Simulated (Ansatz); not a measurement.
# BCl2HSi: the cost of one run

All numbers below are computed with Ansatz 0.2.0 (UKS B3LYP/6-31G*).

## Step 1: Starting point

Bond lengths: B1–Si2 1.822 Å, Si2–Cl3 2.033 Å, Si2–Cl4 2.033 Å, B1–H5 1.154 Å. Angles: B1–Si2–Cl3 126.0°, B1–Si2–Cl4 125.5°, Cl3–Si2–Cl4 105.6°, Si2–B1–H5 147.8°.

Coordinates:

```xyz
5

B    -0.4074    1.3092   -0.0711
Si    0.1370   -0.4266    0.0216
Cl    1.4553   -1.1961    1.3640
Cl   -0.8749   -2.0231   -0.7268
H    -0.3100    2.3367   -0.5877
```

## Step 2: End point A

File input.yaml:

```yaml
crystal:
  periodic: [false, false, false]
  atoms:
    - { symbol: B, position_ang: [-0.40743, 1.30915, -0.07108] }
    - { symbol: Si, position_ang: [0.137, -0.42663, 0.02157] }
    - { symbol: Cl, position_ang: [1.45535, -1.1961, 1.36397] }
    - { symbol: Cl, position_ang: [-0.87492, -2.02315, -0.72678] }
    - { symbol: H, position_ang: [-0.31, 2.33673, -0.58768] }
magnetization:
  spin_polarized: true
basis:
  gaussian: { orbitals: "6-31G*" }
hamiltonian:
  xc: b3lyp
relax:
  f_tol: 0.02
  max_steps: 50
```

The run is started by

```bash
> ansatz run input.yaml --threads 2 --pin off --max-ram 3072MiB --backend cpu --events-out ev --progress --plain --runs-dir out
```

Q: Estimate wall time and peak memory on 2 threads of AMD EPYC 9R45 (Zen 5), shared host.

About 17 s, with a peak of 0.24 GiB.
